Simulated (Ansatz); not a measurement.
# Si24SbC23: the cost of one run

Program: Ansatz 0.2.0. Level of theory: DFT, PBE, plane-wave PAW, default files, scalar-relativistic, as far as a step names no other. These are calculated values, not measurements.

1 further run of the same task is left out (it didn't finish).

### Step 1. The structure to begin with

It takes space group P1 (No. 1, triclinic). Conventional cell: a = 6.152 Å, b = 8.138 Å, c = 10.096 Å, α = 90.00°, β = 90.00°, γ = 100.89°. Si (site symmetry 1) is surrounded by 3 C at 1.87 Å and 1 Sb at 1.94 Å. Around Si (site symmetry 1) lie 4 C at 1.87 to 1.94 Å. Only part of the 48 independent sites is listed.

As a file:

```
Si Sb C
1.0
     6.15200    0.00000    0.00000
    -4.61400    7.99168    0.00000
     0.00000    0.00000   10.09600
Si Sb C
24 1 23
Cartesian
  0.0000 1.7759 0.0000
  0.0000 1.7759 5.0480
  -1.5380 4.4398 0.0000
  -1.5380 4.4398 5.0480
  -3.0760 7.1037 0.0000
  -3.0760 7.1037 5.0480
  3.0760 1.7759 0.0000
  3.0760 1.7759 5.0480
  1.5380 4.4398 0.0000
  1.5380 4.4398 5.0480
  0.0000 7.1037 0.0000
  0.0000 7.1037 5.0480
  1.5380 0.8880 2.5240
  1.5380 0.8880 7.5720
  0.0000 3.5519 2.5240
  0.0000 3.5519 7.5720
  -1.5380 6.2158 2.5240
  -1.5380 6.2158 7.5720
  4.6140 0.8880 2.5240
  4.6140 0.8880 7.5720
  3.0760 3.5519 2.5240
  3.0760 3.5519 7.5720
  1.5380 6.2158 2.5240
  1.5380 6.2158 7.5720
  0.0000 1.7759 1.9435
  0.0000 1.7759 6.9915
  -1.5380 4.4398 1.9435
  -1.5380 4.4398 6.9915
  -3.0760 7.1037 1.9435
  -3.0760 7.1037 6.9915
  3.0760 1.7759 1.9435
  3.0760 1.7759 6.9915
  1.5380 4.4398 1.9435
  1.5380 4.4398 6.9915
  0.0000 7.1037 1.9435
  0.0000 7.1037 6.9915
  1.5380 0.8880 4.4675
  1.5380 0.8880 9.5155
  0.0000 3.5519 4.4675
  0.0000 3.5519 9.5155
  -1.5380 6.2158 4.4675
  -1.5380 6.2158 9.5155
  4.6140 0.8880 4.4675
  4.6140 0.8880 9.5155
  3.0760 3.5519 4.4675
  3.0760 3.5519 9.5155
  1.5380 6.2158 4.4675
  1.5380 6.2158 9.5155
```

Atom 25 of the input is the impurity.

### Step 2. Single point at the given positions

input.yaml reads:

```yaml
crystal:
  lattice:
    - [6.152, 0.0, 0.0]
    - [-4.614, 7.991682426, 0.0]
    - [0.0, 0.0, 10.096]
  atoms:
    - { symbol: Si, position: [0.1666666666, 0.2222222222, 0.0] }
    - { symbol: Si, position: [0.1666666666, 0.2222222222, 0.5] }
    - { symbol: Si, position: [0.1666666666, 0.5555555556, 0.0] }
    - { symbol: Si, position: [0.1666666666, 0.5555555556, 0.5] }
    - { symbol: Si, position: [0.1666666666, 0.8888888889, 0.0] }
    - { symbol: Si, position: [0.1666666666, 0.8888888889, 0.5] }
    - { symbol: Si, position: [0.6666666666, 0.2222222222, 0.0] }
    - { symbol: Si, position: [0.6666666666, 0.2222222222, 0.5] }
    - { symbol: Si, position: [0.6666666666, 0.5555555556, 0.0] }
    - { symbol: Si, position: [0.6666666666, 0.5555555556, 0.5] }
    - { symbol: Si, position: [0.6666666666, 0.8888888889, 0.0] }
    - { symbol: Si, position: [0.6666666666, 0.8888888889, 0.5] }
    - { symbol: Si, position: [0.3333333334, 0.1111111111, 0.25] }
    - { symbol: Si, position: [0.3333333334, 0.1111111111, 0.75] }
    - { symbol: Si, position: [0.3333333334, 0.4444444444, 0.25] }
    - { symbol: Si, position: [0.3333333334, 0.4444444444, 0.75] }
    - { symbol: Si, position: [0.3333333334, 0.7777777778, 0.25] }
    - { symbol: Si, position: [0.3333333334, 0.7777777778, 0.75] }
    - { symbol: Si, position: [0.8333333334, 0.1111111111, 0.25] }
    - { symbol: Si, position: [0.8333333334, 0.1111111111, 0.75] }
    - { symbol: Si, position: [0.8333333334, 0.4444444444, 0.25] }
    - { symbol: Si, position: [0.8333333334, 0.4444444444, 0.75] }
    - { symbol: Si, position: [0.8333333334, 0.7777777778, 0.25] }
    - { symbol: Si, position: [0.8333333334, 0.7777777778, 0.75] }
    - { symbol: Sb, position: [0.1666666666, 0.2222222222, 0.1925] }
    - { symbol: C, position: [0.1666666666, 0.2222222222, 0.6925] }
    - { symbol: C, position: [0.1666666666, 0.5555555556, 0.1925] }
    - { symbol: C, position: [0.1666666666, 0.5555555556, 0.6925] }
    - { symbol: C, position: [0.1666666666, 0.8888888889, 0.1925] }
    - { symbol: C, position: [0.1666666666, 0.8888888889, 0.6925] }
    - { symbol: C, position: [0.6666666666, 0.2222222222, 0.1925] }
    - { symbol: C, position: [0.6666666666, 0.2222222222, 0.6925] }
    - { symbol: C, position: [0.6666666666, 0.5555555556, 0.1925] }
    - { symbol: C, position: [0.6666666666, 0.5555555556, 0.6925] }
    - { symbol: C, position: [0.6666666666, 0.8888888889, 0.1925] }
    - { symbol: C, position: [0.6666666666, 0.8888888889, 0.6925] }
    - { symbol: C, position: [0.3333333334, 0.1111111111, 0.4425] }
    - { symbol: C, position: [0.3333333334, 0.1111111111, 0.9425] }
    - { symbol: C, position: [0.3333333334, 0.4444444444, 0.4425] }
    - { symbol: C, position: [0.3333333334, 0.4444444444, 0.9425] }
    - { symbol: C, position: [0.3333333334, 0.7777777778, 0.4425] }
    - { symbol: C, position: [0.3333333334, 0.7777777778, 0.9425] }
    - { symbol: C, position: [0.8333333334, 0.1111111111, 0.4425] }
    - { symbol: C, position: [0.8333333334, 0.1111111111, 0.9425] }
    - { symbol: C, position: [0.8333333334, 0.4444444444, 0.4425] }
    - { symbol: C, position: [0.8333333334, 0.4444444444, 0.9425] }
    - { symbol: C, position: [0.8333333334, 0.7777777778, 0.4425] }
    - { symbol: C, position: [0.8333333334, 0.7777777778, 0.9425] }
total_charge: -1
kpoints:
  mp_grid: { grid: [4, 3, 2] }
scf:
  occupations: { method: fermi_dirac, width: 0.01 }
hamiltonian:
  xc: pbe
  pseudopotentials: { kind: paw }
output:
  forces: true
  stress: true
  populations: true
  efg: { quadrupole_moments_barn: { Sb: -0.543 }, contact_densities: true }
  write_density: true
  write_potential: true
  elf: true
  volumetric_format: npy
```

Launch:

```console
$ ansatz run input.yaml --threads 1 --pin off --max-ram 3072MiB --backend cpu --events-out ev --progress --plain --runs-dir out
```

Q: Estimate wall time and peak memory on 1 thread of Arm Neoverse V1, shared host.

About 3.8 min, with a peak of 1.3 GiB.
